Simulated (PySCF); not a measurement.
# H6NPb (Pb(H)3(NH3)+): the cost of one run

The runs use PySCF 2.14.0; PBE0, Pb def2-SVP with ECP60, H def2-SVP, N def2-SVP; scalar-relativistic core potentials, no spin–orbit coupling.

1 further run of the same task is left out (for a known fault of the program).

## (1) Where the work starts

8 atoms, charge 1, spin multiplicity 1.

Bond lengths: Pb1–H2 1.737 Å, Pb1–H3 1.737 Å, Pb1–H4 1.737 Å, Pb1–N5 2.390 Å, N5–H6 1.024 Å, N5–H7 1.024 Å, N5–H8 1.024 Å. Angles: H2–Pb1–H3 118.8°, H2–Pb1–H4 118.8°, H2–Pb1–N5 96.4°, H3–Pb1–H4 118.8°, H3–Pb1–N5 96.4°, H4–Pb1–N5 96.4°, Pb1–N5–H6 112.2°, Pb1–N5–H7 112.2°, Pb1–N5–H8 112.2°, H6–N5–H7 106.6°, H6–N5–H8 106.6°, H7–N5–H8 106.6°.

Coordinates:

```csv
atom,x (Å),y (Å),z (Å)
Pb1,0.2325,-0.2325,0.2325
H2,1.0483,1.0659,1.0483
H3,-1.0659,-1.0483,1.0483
H4,1.0483,-1.0483,-1.0659
N5,-1.1474,1.1474,-1.1474
H6,-1.7578,1.7578,-0.5962
H7,-0.5962,1.7578,-1.7578
H8,-1.7578,0.5962,-1.7578
```

Formal oxidation states: Pb +4. An earlier session relaxed this geometry at PBE0, Pb def2-SVP with ECP60, H def2-SVP, N def2-SVP (singlet, point group C3v).

Its energy there is -250.822449 Eh.

## (2) One electron removed, multiplicity 2

Contents of run.py (the lines that set the calculation):

```python
mol = gto.M(atom='''
Pb     0.23249    -0.23249     0.23249
H      1.04830     1.06591     1.04830
H     -1.06591    -1.04830     1.04830
H      1.04830    -1.04830    -1.06591
N     -1.14735     1.14735    -1.14735
H     -1.75783     1.75783    -0.59625
H     -0.59625     1.75783    -1.75783
H     -1.75783     0.59625    -1.75783''',
    basis={'Pb': 'def2-SVP', 'H': 'def2-SVP', 'N': 'def2-SVP'},
    ecp={'Pb': 'def2-SVP'},
    charge=2, spin=1)
mf = dft.UKS(mol, xc='PBE0')
mf.grids.atom_grid = (50, 194)
mf = mf.density_fit()  # fitting sets: Pb def2-universal-JKFIT, H def2-universal-JKFIT, N def2-universal-JKFIT
mf.conv_tol = 1e-08; mf.max_cycle = 55
mf.kernel(dm0)  # dm0: the density of the relaxed state
```

The run is started by

```console
$ OMP_NUM_THREADS=2 python run.py
```

**Question.** How long does this run take on 2 threads of Arm Neoverse V2, shared host?

About 3.5 s.
